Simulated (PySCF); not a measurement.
# SeF−: from the state search to spectroscopic constants

An exercise on one series of results from a longer session: the logs are not shown, and one member is left open.

Method: Se aug-pcseg-1, F aug-pcseg-1, no relativity; program: PySCF 2.14.0.

The first run:

The job is set up so:

| Quantity | Value |
| --- | --- |
| atoms | Se, F |
| charge | -1 |
| basis | Se aug-pcseg-1, F aug-pcseg-1 |
| Hamiltonian | no relativity |
| basis functions | 59 |
| electrons treated | 44 |
| masses in u | 79.9165, 18.9984 |
| levels | PBE0, PBE, r²SCAN, BHandHLYP, TPSSh, revPBE, HF, MP2, SCS-MP2, CCSD, CCSD(T) |
| grid | 80 radial by 434 angular points |
| occupations | held fixed by the projection of orbital angular momentum |
| dissociation limit | Se + F−, each in its ground configuration |
| starting distance in angstrom | 1.830 |
| values of 2S to try | 0, 2 |

Steps of the session up to this table: Input; First curve: PBE0; Excited determinants; PBE (GGA); r²SCAN; BHandHLYP; TPSSh; revPBE (GGA); RHF; Adding correlation.

One table of the session follows, with a row left open; its other results are not shown here.

Energy (eV) from each level's lowest point:

| R (Å) | RHF | RHF-MP2 | RHF-SCS-MP2 | RHF-CCSD | RHF-CCSD(T) |
| --- | --- | --- | --- | --- | --- |
| 1.622 | 0.816 | 1.057 | 1.070 | n/a | n/a |
| 1.697 | 0.328 | 0.490 | 0.501 | 0.483 | 0.510 |
| 1.773 | 0.078 | 0.169 | 0.176 | 0.166 | 0.183 |
| 1.829 | ? | ? | ? | ? | ? |
| 1.886 | 0.000 | 0.000 | 0.000 | 0.000 | 0.000 |
| 1.943 | 0.049 | 0.011 | 0.008 | 0.012 | 0.003 |
| 2.018 | 0.171 | 0.093 | 0.085 | 0.092 | 0.072 |
| 2.112 | 0.382 | 0.268 | 0.253 | 0.262 | 0.228 |
| 2.225 | 0.675 | 0.539 | 0.516 | 0.523 | 0.472 |
| 2.376 | 1.077 | 0.942 | 0.909 | n/a | n/a |

Q: Estimate the row for R (Å) = 1.829 from the others.

Worked estimate for «RHF». A straight line through the neighbours (1.773, 0.078) and (1.886, 0.000) gives 0.078 + (0.000 − 0.078) × (1.829 − 1.773) / (1.886 − 1.773) = 0.039; a parabola fitted to 4 rows on both sides gives 0.001.

As computed: RHF: 0.004; RHF-MP2: 0.047; RHF-SCS-MP2: 0.050; RHF-CCSD: 0.045; RHF-CCSD(T): 0.054. In «RHF» the line misses by +0.035 and the parabola by -0.003.

State 2 has its PBE0 minimum 1.03 eV higher. The other levels ran on the lowest alone.
